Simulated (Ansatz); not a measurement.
Consider an atomisation energy of C2H7BN, SMILES B[N]CC (Ansatz 0.2.0 through its Python package).

`c2h7bn_tae.py`
```python
'''Energy to split C2H7BN into its atoms.'''

from collections import Counter

import ansatz as az
from ase import Atoms


def total_energy(molecule, charge=0, unpaired=0):
    calc = (
        molecule.calculation()
        .basis(gaussian='cc-pVDZ')
        .functional('pbe0', dispersion='d4')
    )
    if charge:
        calc = calc.charge(charge)
    if unpaired:
        calc = calc.spin('collinear', total=unpaired)
    report = calc.run().report
    if report['published_state_doubts']:
        print('  doubts:', report['published_state_doubts'])
    return report['free_energy_ev']


def main() -> None:
    atoms = Atoms(['B', 'N', 'C', 'C', 'H', 'H', 'H', 'H', 'H', 'H', 'H'], positions=[
        [-0.6157, 1.9966, 0.0287],
        [-0.4305, 0.6685, 0.6551],
        [0.1328, -0.2515, -0.3239],
        [0.4637, -1.5935, 0.3491],
        [-1.1371, 2.9031, 0.6428],
        [-0.3817, 2.2679, -1.1143],
        [-0.4882, -0.3913, -1.1764],
        [1.1856, 0.1513, -0.673],
        [0.8435, -2.2925, -0.3354],
        [-0.5753, -2.0202, 0.7291],
        [1.0682, -1.4954, 1.2387],
    ])
    molecule = az.Crystal.molecule_from_ase(atoms)

    # unpaired electrons of the ground-state atoms
    unpaired = {'B': 1, 'N': 3, 'C': 2, 'H': 1}
    counts = Counter(site.symbol for site in molecule.cartesian_sites)
    atom_energy = {s: total_energy(az.Crystal.molecule().atom(s, (0, 0, 0)), 0, unpaired[s]) for s in counts}
    whole = total_energy(molecule, 0, 1)
    for s, e in atom_energy.items():
        print(f'{s:2s} x{counts[s]}  {e:14.5f} eV')
    print(f'C2H7BN: {whole:.5f} eV')
    split = sum(counts[s] * e for s, e in atom_energy.items()) - whole
    print(f'atomisation energy (no zero-point term): {split:.3f} eV, {split / sum(counts.values()):.3f} eV an atom')


if __name__ == '__main__':
    main()
```

What does it cost to take this molecule apart into atoms?

40.679 eV from the electronic energies, without the zero-point term.

The output:

```console
$ python c2h7bn_tae.py
B  x1      -669.83334 eV
N  x1     -1483.85724 eV
C  x2     -1028.56355 eV
H  x7       -13.61358 eV
C2H7BN: -4346.79182 eV
atomisation energy (no zero-point term): 40.679 eV, 3.698 eV an atom
```

Total energies depend on the basis set; only differences at equal settings carry meaning. The geometry is a force-field or estimated start, not a minimum of this method, and the basis set is short of its limit. All parts are taken at fixed geometry, without zero-point energy. The species is open-shell (spin multiplicity 2). Finished in 12 s on 1 thread of Intel(R) Xeon(R) Platinum 8488C (Sapphire Rapids), on a shared host, peak memory 0.37 GiB.

(Lines on the test bed's own set-up are left out of the output.)
